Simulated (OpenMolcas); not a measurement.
**B2H4F2 (SMILES [BH2-]1[F+][BH2-][F+]1), step by step**

Wanted: a single-point energy (HF/ANO-R0), then a single-point energy (CASSCF(2,2)/ANO-R1), then the energy along one coordinate (CASPT2(2,2)/ANO-R1), then the energy along one coordinate (SC-NEVPT2(2,2)/ANO-R1), then the energy along one coordinate (MC-PDFT[tPBE](2,2)/ANO-R1) of B2H4F2. 

Program for the calculation: OpenMolcas 26.06.

### 1 Starting point

B2H4F2: 8 atoms, total charge 0, spin state singlet. SMILES: `[BH2-]1[F+][BH2-][F+]1`. The coordinates come from a PBE0-D4/def2-TZVP relaxation.

Bond lengths: B1–F2 1.538 Å, F2–B3 1.538 Å, B1–F4 1.538 Å, B3–F4 1.538 Å, B1–H5 1.190 Å, B1–H6 1.190 Å, B3–H7 1.190 Å, B3–H8 1.190 Å. Some angles: B1–F2–B3 91.9°, F2–B1–F4 88.1°, F2–B3–F4 88.1°, B1–F4–B3 91.9°, F2–B1–H5 110.0°, F2–B1–H6 110.0°, F4–B1–H5 110.0°, F4–B1–H6 110.0°, F2–B3–H7 110.0°, F2–B3–H8 110.0°.

### 2 The energy at HF/ANO-R0 (sfX2C) (run 1)

input.xyz reads:

```xyz
8

B     -0.488000     0.947300    -0.293800
F      0.637300     0.536000     0.670600
B      0.488000    -0.947200     0.293900
F     -0.636800    -0.535900    -0.671100
H     -0.036000     1.557300    -1.210300
H     -1.440200     1.308400     0.322000
H      1.440200    -1.309100    -0.321600
H      0.035400    -1.556800     1.210300
```

step1.input reads:

```
&GATEWAY
Coord = input.xyz
Basis = ANO-R0
Group = NoSym
&SEWARD
&SCF
PrOrbitals = 0
&LOCALISATION
Occupied
Freeze
Pipek-Mezey
&LOCALISATION
FileOrb = $Project.LocOrb
Virtual
Pipek-Mezey
```

On the command line:

```sh
$ export MOLCAS_MEM=1860
$ pymolcas step1.input > step1.log
```

Standard output:

```text
--- Start Module: gateway ---
[...]
--- Stop Module: gateway /rc=_RC_ALL_IS_WELL_ ---
[...]
      Basis functions           24
[...]
       Convergence after   9 Iterations
[...]
::    Total SCF energy                               -250.2004409508
[...]
      Total spin, S                                     0.0000000000
[...]
      Total electronic charge=   32.000000
      Total            charge=   -0.000000
[...]
      Dipole Moment (debye):
      Origin of the operator (angstrom)=    0.0001    0.0000   -0.0001
                   X=  5.0743E-04               Y=  4.7851E-04               Z= -5.4793E-04           Total=  8.8695E-04
      Quadrupole Moment (debye*angstrom):
[...]
--- Start Module: localisation ---
[...]
--- Stop Module: localisation /rc=_RC_ALL_IS_WELL_ ---
--- Start Module: localisation ---
[...]
--- Stop Module: localisation /rc=_RC_ALL_IS_WELL_ ---
[...]
```

Wall time 4.2 s (1 thread of Intel Xeon Platinum 8259CL at 2.50GHz (Skylake/Cascade Lake), shared host); peak memory 0.38 GiB.

### 3 A single-point energy at CASSCF(2,2)/ANO-R1 (sfX2C, RICD fitting) (run 2)

input.xyz is that of step 2.

step2.inp reads:

```
&gateway
  coord=input.xyz
  basis=ANO-R0
  group=NoSym

&seward

&rasscf
  fileorb=$CurrDir/step1.LocOrb
  alter=2
  1 13 16
  1 17 22
  spin=1
  nactel=2 0 0
  inactive=15
  ras2=2
  orblisting=Nothing
>>> COPY $Project.RunFile RUNFIL1
>>> COPY $Project.RasOrb INPORB

&gateway
  coord=input.xyz
  basis=ANO-R1
  group=NoSym
  ricd

&seward
>>> COPY $Project.RunFile RUNFIL2

&expbas

&rasscf
  fileorb=$Project.ExpOrb
  spin=1
  nactel=2 0 0
  inactive=15
  ras2=2
  orblisting=Nothing
  orbappear=Compact
```

On the command line:

```sh
$ export MOLCAS_MEM=1860
$ pymolcas step2.inp > step2.log
```

Standard output:

```text
--- Start Module: gateway ---
[...]
      Basis functions           24
[...]
      Number of active orbitals                  2
[...]
      Spin quantum number                      0.0
[...]
      Active orbitals                            2
[...]
      Number of CSFs                             3
[...]
      Number of root(s) required                 1
[...]
      Convergence after 11 iterations
[...]
      printout of CI-coefficients larger than  0.05 for root  1
      energy=    -250.208484
      conf/sym  11     Coeff  Weight
             1  20   0.99644 0.99289
             3  02  -0.08435 0.00711
      Natural orbitals and occupation numbers for root  1
      sym 1:   1.985772   0.014228
      ************************************************************************************************************************
      *                                                    Final results                                                     *
[...]
::    RASSCF root number  1 Total energy:   -250.20848409
[...]
      Basis functions           76
[...]
      Convergence after 14 iterations
[...]
      Natural orbitals and occupation numbers for root  1
      sym 1:   1.984208   0.015792
      ************************************************************************************************************************
      *                                                    Final results                                                     *
[...]
::    RASSCF root number  1 Total energy:   -250.91921849
[...]
      Total electronic charge=   32.000000
      Total            charge=   -0.000000
[...]
      Dipole Moment (debye):
      Origin of the operator (angstrom)=    0.0001    0.0000   -0.0001
                   X=  2.5139E-03               Y=  1.9915E-02               Z= -1.7366E-02           Total=  2.6542E-02
      Quadrupole Moment (debye*angstrom):
[...]
```

It took 11 s on 1 thread of Intel Xeon Platinum 8259CL at 2.50GHz (Skylake/Cascade Lake), shared host; peak memory 0.38 GiB.

### 4 The energy along one coordinate at CASPT2(2,2)/ANO-R1 (sfX2C, RICD fitting, ipea shift 0.25 Eh, pt2 variant SS) (run 3)

step3.inp reads:

```
* B2F2H4 CASPT2
>>> EXPORT MOLCAS_PRINT=2
>>> COPY $CurrDir/step2.RasOrb $Project.RasOrb
>>> ForEach K in (1, 2, 3, 4, 5, 6, 7, 8, 9)
&GATEWAY
Coord
$CurrDir/point$K.xyz
Basis
ANO-R1
Group
NoSym
RICD
&SEWARD
&RASSCF
FileOrb
$Project.RasOrb
Spin
1
Nactel
2 0 0
Inactive
15
Ras2
2
OrbListing
Nothing
OrbAppear
Compact
&CASPT2
Imaginary
0.2
Frozen
4
>>> EndDo
```

On the command line:

```sh
$ export MOLCAS_MEM=1860
$ pymolcas step3.inp > step3.log
```

Standard output:

```text
[...]
      Basis functions           76
[...]
      Number of active orbitals                  2
[...]
      Spin quantum number                      0.0
[...]
      Active orbitals                            2
[...]
      Number of CSFs                             3
[...]
      Number of root(s) required                 1
[...]
      Convergence after 12 iterations
[...]
      printout of CI-coefficients larger than  0.05 for root  1
      energy=    -250.908879
      conf/sym  11     Coeff  Weight
             1  20   0.99726 0.99452
             3  02  -0.07400 0.00548
      Natural orbitals and occupation numbers for root  1
      sym 1:   1.989049   0.010951
      ************************************************************************************************************************
      *                                                    Final results                                                     *
[...]
::    RASSCF root number  1 Total energy:   -250.90887877
[...]
::    CASPT2 Root  1     Total energy:   -251.47693907
[...]
      Convergence after 10 iterations
[...]
      Natural orbitals and occupation numbers for root  1
      sym 1:   1.984213   0.015787
      ************************************************************************************************************************
      *                                                    Final results                                                     *
[...]
      Convergence after  9 iterations
[...]
      Convergence after  9 iterations
[...]
      Convergence after  9 iterations
[...]
::    RASSCF root number  1 Total energy:   -250.76808844
[...]
::    CASPT2 Root  1     Total energy:   -251.32624948
[...]
      Convergence after  8 iterations
[...]
::    RASSCF root number  1 Total energy:   -250.75662443
[...]
      Reference weight:           0.87797
[...]
::    CASPT2 Root  1     Total energy:   -251.31263384
[...]
```

Run time: 68 s. Hardware: 1 thread of Intel Xeon Platinum 8259CL at 2.50GHz (Skylake/Cascade Lake), shared host; peak memory 0.084 GiB.

The scan, from its lowest point:

| H5–B1 (Å) | energy (kJ/mol) |
| --- | --- |
| 1.071 | 25.2 |
| 1.190 | 0.0 |
| 1.309 | 11.4 |
| 1.488 | 62.4 |
| 1.726 | 150.6 |
| 2.023 | 254.7 |
| 2.380 | 349.0 |
| 2.856 | 420.8 |
| 3.570 | 456.6 |

### 5 The energy along one coordinate at SC-NEVPT2(2,2)/ANO-R1 (sfX2C, RICD fitting, pt2 variant SC-NEVPT2) (run 4)

step4.inp reads:

```
* B2F2H4 NEVPT2
>>> EXPORT MOLCAS_PRINT=2
>>> COPY $CurrDir/step2.RasOrb $Project.RasOrb
>>> ForEach K in (1, 2, 3, 4, 5, 6, 7, 8, 9)
&GATEWAY
COORD=$CurrDir/point$K.xyz
BASIS=ANO-R1
GROUP=NoSym
RICD
&SEWARD
&RASSCF
FILEORB=$Project.RasOrb
SPIN=1
NACTEL=2 0 0
INACTIVE=15
RAS2=2
ORBLISTING=Nothing
ORBAPPEAR=Compact
&CASPT2
SC-NEVPT2
FROZEN=4
>>> EndDo
```

On the command line:

```sh
$ export MOLCAS_MEM=1860
$ pymolcas step4.inp > step4.log
```

Standard output:

```text
--- Start Module: gateway ---
[...]
      Basis functions           76
[...]
      Number of active orbitals                  2
[...]
      Spin quantum number                      0.0
[...]
      Active orbitals                            2
[...]
      Number of CSFs                             3
[...]
      Number of root(s) required                 1
[...]
      Convergence after 12 iterations
[...]
      printout of CI-coefficients larger than  0.05 for root  1
      energy=    -250.908879
      conf/sym  11     Coeff  Weight
             1  20   0.99726 0.99452
             3  02  -0.07400 0.00548
      Natural orbitals and occupation numbers for root  1
      sym 1:   1.989049   0.010951
      ************************************************************************************************************************
      *                                                    Final results                                                     *
[...]
::    RASSCF root number  1 Total energy:   -250.90887877
[...]
::    SC-NEVPT2 Root  1     Total energy:   -251.47252679
[...]
      Convergence after 10 iterations
[...]
      Natural orbitals and occupation numbers for root  1
      sym 1:   1.984213   0.015787
      ************************************************************************************************************************
      *                                                    Final results                                                     *
[...]
      Convergence after  9 iterations
[...]
      Convergence after  9 iterations
[...]
      Convergence after  9 iterations
[...]
::    RASSCF root number  1 Total energy:   -250.76808844
[...]
::    SC-NEVPT2 Root  1     Total energy:   -251.32399943
[...]
      Convergence after  8 iterations
[...]
::    RASSCF root number  1 Total energy:   -250.75662443
[...]
::    SC-NEVPT2 Root  1     Total energy:   -251.31079691
[...]
```

Run time: 64 s. Hardware: 1 thread of Intel Xeon Platinum 8259CL at 2.50GHz (Skylake/Cascade Lake), shared host; peak memory 0.084 GiB.

The scan, from its lowest point:

```csv
H5–B1 (Å),energy (kJ/mol)
1.071,26.1
1.190,0.0
1.309,10.8
1.488,60.9
1.726,148.1
2.023,251.4
2.380,345.1
2.856,416.0
3.570,450.7
```

### 6 The energy along one coordinate at MC-PDFT[tPBE](2,2)/ANO-R1 (sfX2C, RICD fitting) (run 5)

step5.inp reads:

```
>>> COPY $CurrDir/step2.RasOrb $Project.RasOrb
>>> ForEach K in (1, 2, 3, 4, 5, 6, 7, 8, 9)
&gateway
coord=$CurrDir/point$K.xyz
basis=ANO-R1
group=NoSym
ricd
&seward
&rasscf
fileorb=$Project.RasOrb
spin=1
nactel=2 0 0
inactive=15
ras2=2
orblisting=Nothing
orbappear=Compact
&mcpdft
ksdft=T:PBE
>>> EndDo
```

On the command line:

```sh
$ export MOLCAS_MEM=1860
$ pymolcas step5.inp > step5.log
```

Standard output:

```text
--- Start Module: gateway ---
[...]
      Basis functions           76
[...]
      Number of active orbitals                  2
[...]
      Spin quantum number                      0.0
[...]
      Active orbitals                            2
[...]
      Number of CSFs                             3
[...]
      Number of root(s) required                 1
[...]
      Convergence after 12 iterations
[...]
      printout of CI-coefficients larger than  0.05 for root  1
      energy=    -250.908879
      conf/sym  11     Coeff  Weight
             1  20   0.99726 0.99452
             3  02  -0.07400 0.00548
      Natural orbitals and occupation numbers for root  1
      sym 1:   1.989049   0.010951
      ************************************************************************************************************************
      *                                                    Final results                                                     *
[...]
::    RASSCF root number  1 Total energy:   -250.90887877
[...]
::    MCPDFT root number  1 Total energy:   -251.78464273
[...]
      Convergence after 10 iterations
[...]
      Natural orbitals and occupation numbers for root  1
      sym 1:   1.984213   0.015787
      ************************************************************************************************************************
      *                                                    Final results                                                     *
[...]
      Convergence after  9 iterations
[...]
      Convergence after  9 iterations
[...]
      Convergence after  9 iterations
[...]
::    RASSCF root number  1 Total energy:   -250.76808844
[...]
::    MCPDFT root number  1 Total energy:   -251.63096084
[...]
      Convergence after  8 iterations
[...]
::    RASSCF root number  1 Total energy:   -250.75662443
[...]
::    MCPDFT root number  1 Total energy:   -251.61587312
[...]
```

Wall time 66 s (1 thread of Intel Xeon Platinum 8259CL at 2.50GHz (Skylake/Cascade Lake), shared host); peak memory 0.084 GiB.

The scan, from its lowest point:

| H5–B1 (Å) | energy (kJ/mol) |
| --- | --- |
| 1.071 | 26.0 |
| 1.190 | 0.0 |
| 1.309 | 10.1 |
| 1.488 | 58.8 |
| 1.726 | 145.0 |
| 2.023 | 249.7 |
| 2.380 | 349.0 |
| 2.856 | 429.5 |
| 3.570 | 469.1 |

### 7 Summary of results

| quantity | value |
| --- | --- |
| run 1, HF/ANO-R0: total energy | -250.20044 Eh |
| run 1, HF/ANO-R0: dipole moment | 0.00 D |
| run 1, HF/ANO-R0: HOMO energy | -13.15 eV |
| run 1, HF/ANO-R0: LUMO energy | 3.60 eV |
| run 1, HF/ANO-R0: HOMO–LUMO gap | 16.75 eV |
| run 2, CASSCF(2,2)/ANO-R1: total energy | -250.91922 Eh |
| run 2, CASSCF(2,2)/ANO-R1: dipole moment (CASSCF density) | 0.03 D |
| run 3, CASPT2(2,2)/ANO-R1: lowest energy of the scan | -251.48653 Eh |
| run 4, SC-NEVPT2(2,2)/ANO-R1: lowest energy of the scan | -251.48245 Eh |
| run 5, MC-PDFT[tPBE](2,2)/ANO-R1: lowest energy of the scan | -251.79453 Eh |

What this shows: Mulliken charges (run 2, CASSCF(2,2)/ANO-R1) run from -0.23 on F2 to +0.14 on B1.
